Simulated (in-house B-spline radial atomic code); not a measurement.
# Tl⁴¹⁺: RPA response and pair energies

Aim: the static and dynamic polarisabilities of Tl⁴¹⁺ in the relativistic RPA, its lowest excitations, and its second-order correlation energy by partial wave and by pair.

Method: Dirac-Hartree-Fock, relativistic RPA and second-order many-body perturbation theory, no-pair Dirac-Coulomb, B-spline basis. Code: an in-house B-spline radial atomic code, version 1.

### 1 The atom as given

- element: thallium (Z = 81)
- charge: +41
- closed shells: [Kr] 4d3/2^4
- nucleus: mass number 205, rms radius 5.476 fm
- note: closed in jj coupling only

### 2 Dirac-Hartree-Fock start

The run's settings:

```ini
basis_form = 2
Z = 81
core_configuration = [Kr] 4d-4
rms_radius = 5.4759
mass_number = 205
speed_of_light = 137.035999084
box_radius = 2.263
lmax = 7
intervals = 56
virtual_cutoff = 164025.0
```

Command:

```
$ python run_mb.py task.json out
```

task.json holds these settings.

Further steps of the session: Dipole response; Quadrupole and octupole response; Second-order correlation energy.

Q: Predict the outcome of this session. Wanted: dipole polarisability; without coupling; quadrupole polarisability; C6 of a like pair; dipole shielding; first dipole root; second-order energy, extrapolated.

**Answer**, as computed:

| quantity | value |
| --- | --- |
| dipole polarisability | 0.03675 bohr³ |
| without coupling | 0.04197 bohr³ |
| quadrupole polarisability | 0.006044 bohr⁵ |
| C6 of a like pair | 0.01301 hartree bohr⁶ |
| dipole shielding | 0.494 |
| first dipole root | 229.6 eV |
| second-order energy, extrapolated | -2.6311 hartree (-1.79 eV an electron) |

**Reading.** The 4p3/2 subshell carries 56 % of the dipole polarisability of 0.0368 bohr³. Against the uncoupled value, letting the induced field act back on the electrons lowers it by 12 %. The dipole shielding factor is near N/Z = 0.494, as the balance of forces on the electrons requires. The largest pair energy is 3d5/2–3d3/2, 8 % of the second-order sum; the tail beyond the last partial wave adds 2.4 %.
